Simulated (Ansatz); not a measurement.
# One shape, several levels: singlet [AsH2]+

We compute a comparison of 5 runs (HF/STO-3G, B3LYP/6-31G*, B2PLYP/cc-pVTZ, CCSD/cc-pVTZ) of singlet [AsH2]+. 

The calculation is run with Ansatz 0.2.0.

34 further runs of the same task are left out: 34 set aside as unsound or not needed.

## (1) Starting point

The species is [AsH2]+ (3 atoms), meant as a singlet with charge +1. As SMILES of the parent species, `[AsH2]`. Geometry: relaxed at PBE0-D4/def2-TZVP. That shape belongs to the parent species and isn't relaxed for this state.

Bond lengths: As1–H2 1.526 Å, As1–H3 1.526 Å. Angles: H2–As1–H3 90.7°.

## (2) A single-point energy at HF/STO-3G (run 1)

File input.yaml:

```yaml
crystal:
  periodic: [false, false, false]
  atoms:
    - {symbol: As, position_ang: [-0.573310, 0.327430, -0.274790]}
    - {symbol: H, position_ang: [0.680410, 0.795730, 0.459110]}
    - {symbol: H, position_ang: [-0.107090, -1.123160, -0.184320]}
basis:
  gaussian:
    orbitals: STO-3G
total_charge: 1
hamiltonian:
  xc: hf
accuracy: high
output: {orbitals: {seedname: orbitals}}
```

On the command line:

```
ansatz run input.yaml --threads 1 --pin off --max-ram 3480MiB --events-out events.jsonl --progress --plain --runs-dir runs
```

Log:

```text
Warning: RAYON_NUM_THREADS=1 ignored (pool sized by the plan → 1); use --threads N
Functional definition: HF
  name "HF"
  exchange = exact_x
  correlation = 0
236 factors; integrals over basis functions are off by at most 2.1e-8 eV
mean field evaluation 1: about -60141.3289 eV, gradient 2.9e0 eV
mean field evaluation 2: about -60141.3363 eV, gradient 2.9e0 eV
mean field evaluation 4: about -60141.3808 eV, gradient 9.3e-2 eV
mean field evaluation 8: about -60141.3808 eV, gradient 2.6e-6 eV
mean field -60141.38080278 eV, -2210.1549792102 hartree, gradient 6.3e-9 eV, S^2 0.000000; 0 other end points of the search recorded, 0 dependent functions left out
reference -60141.38080278 eV, -2210.1549792102 hartree; 17, 17 occupied and 3, 3 virtual orbitals, 236 factors
Total energy: -60141.38080278 eV, -2210.1549792102 hartree
```

It took 0.08 s on 1 thread of Intel Xeon 6975P-C (Granite Rapids), shared host.

## (3) The energy at B3LYP/6-31G(d) (spherical functions) (run 2)

File run.yaml:

```yaml
crystal:
  periodic: [false, false, false]
  atoms:
    - {symbol: As, position_ang: [-0.573310, 0.327430, -0.274790]}
    - {symbol: H, position_ang: [0.680410, 0.795730, 0.459110]}
    - {symbol: H, position_ang: [-0.107090, -1.123160, -0.184320]}
basis:
  gaussian:
    orbitals: 6-31G_st_-spherical.json
total_charge: 1
hamiltonian:
  xc: {name: B3LYP}
accuracy: high
output: {orbitals: {seedname: orbitals}}
```

The basis set 6-31G* is read from a file made from the Basis Set Exchange's data (not shown).

On the command line:

```
ansatz run run.yaml --threads 1 --pin off --max-ram 3480MiB --events-out events.jsonl --progress --plain --runs-dir runs
```

Log:

```text
Warning: RAYON_NUM_THREADS=1 ignored (pool sized by the plan → 1); use --threads N
Functional definition: B3LYP
  name "B3LYP"
  parameter a0 = 0.2
  parameter ax = 0.72
  parameter ac = 0.81
  exchange = (1 - a0 - ax)*slater_x + ax*b88_x + a0*exact_x
  correlation = (1 - ac)*vwn_rpa_c + ac*lyp_c
613 factors; integrals over basis functions are off by at most 4.1e-9 eV
mean field evaluation 1: about -60856.3389 eV, gradient 8.3e0 eV
mean field evaluation 2: about -60856.5736 eV, gradient 4.0e0 eV
mean field evaluation 4: about -60856.6042 eV, gradient 1.2e-1 eV
mean field evaluation 8: about -60856.6461 eV, gradient 7.8e-4 eV
mean field evaluation 16: about -60856.6461 eV, gradient 9.2e-9 eV
mean field -60856.64612728 eV, -2236.4404950611 hartree, gradient 9.4e-9 eV, S^2 0.000000; 0 other end points of the search recorded, 0 dependent functions left out
reference -60856.64615423 eV, -2236.4404960517 hartree; 17, 17 occupied and 19, 19 virtual orbitals, 613 factors
Total energy: -60856.64615423 eV, -2236.4404960517 hartree
```

It took 0.8 s on 1 thread of Intel Xeon 6975P-C (Granite Rapids), shared host; peak memory 0.11 GiB.

Runs 3 to 4 aren't shown in full; the table further down has their settings and results.

## (4) A single-point energy at CCSD/cc-pVTZ (run 5)

input.yaml, as its differences from that of step 2:

```diff
@@ -8,7 +8,9 @@
   gaussian:
-    orbitals: STO-3G
+    orbitals: cc-pVTZ
 total_charge: 1
-hamiltonian:
-  xc: hf
+correlation:
+  method: ccsd
+  frozen_orbitals: {As: 9, H: 0}
 accuracy: high
-output: {orbitals: {seedname: orbitals}}
+scf:
+  omitted_lower_state_checks: [cluster_reference, increment]
```

On the command line:

```
ansatz run input.yaml --threads 1 --pin off --max-ram 3480MiB --events-out events.jsonl --progress --plain --runs-dir runs
```

Log (excerpt; [...] marks lines left out):

```text
Warning: RAYON_NUM_THREADS=1 ignored (pool sized by the plan → 1); use --threads N
[... 2 set-up lines as earlier in the session ...]
[...]
1046 factors; integrals over basis functions are off by at most 4.4e-9 eV
[...]
mean field -60818.97949784 eV, -2235.0562719607 hartree, gradient 2.5e-8 eV, S^2 0.000000; 0 other end points of the search recorded, 0 dependent functions left out; unrestricted orbitals would lower it
9 core orbitals not correlated: weight in the atoms' cores, before any rotation towards them, 1.000 or more for the frozen orbitals, at most 0.000 for the correlated occupied ones
reference -60818.97949784 eV, -2235.0562719607 hartree; 8, 8 occupied and 54, 54 virtual orbitals, 1046 factors
second order -4.91226751 eV of doubles, -0.00000000 eV of singles
cycle   1  -5.25810458 eV  change   -3.5e-1 eV  update   6.2e-2
[...]
cycle  19  -5.53409951 eV  change   2.8e-10 eV  update  4.8e-10
Total energy: -60824.51359735 eV, -2235.2596463665 hartree
Checks for a lower state left out: cluster_reference, increment
```

Run time: 1.9 s. Hardware: 1 thread of Intel Xeon 6975P-C (Granite Rapids), shared host; peak memory 0.23 GiB.

## (5) Overview of the runs

```
run                               level  Cartesian functions  frozen core orbitals   energy (Eh)  HOMO energy (eV)  LUMO energy (eV)  HOMO–LUMO gap (eV)  wall time
  1                           HF/STO-3G                   no                     –  -2210.154979            -17.63             -6.52               11.11     0.08 s
  2  B3LYP/6-31G* (spherical functions)                   no                     –  -2236.440496            -16.17            -12.45                3.72      0.8 s
  3  B3LYP/6-31G* (Cartesian functions)                  yes                     –  -2236.447216            -16.16            -12.43                3.73     0.86 s
  4                      B2PLYP/cc-pVTZ                   no                     9  -2236.340358            -17.32            -10.68                6.64      2.4 s
  5                        CCSD/cc-pVTZ                   no                     9  -2235.259646                 –                 –                   –      1.9 s
```

## (6) Results

```
                                          quantity           value
                               run 5: total energy  -2235.25965 Eh
run 5: correlation energy (9 core orbitals frozen)      -203.4 mEh
                              run 5: T1 diagnostic           0.009
```

What this shows: Over runs 1, 2, 3, 4 the HOMO–LUMO gap runs from 3.72 eV (B3LYP/6-31G*) to 11.11 eV (HF/STO-3G). The two ends differ in method and basis. Totals of different functionals can't be ranked against each other. In run 5 the log says that unrestricted orbitals would lower the reference, so the values rest on an unstable closed-shell determinant (other closed-shell runs at this shape may share the fault). In run 1 the basis is minimal, so the values are rough. All runs together took 5.9 s, the longest 2.4 s.
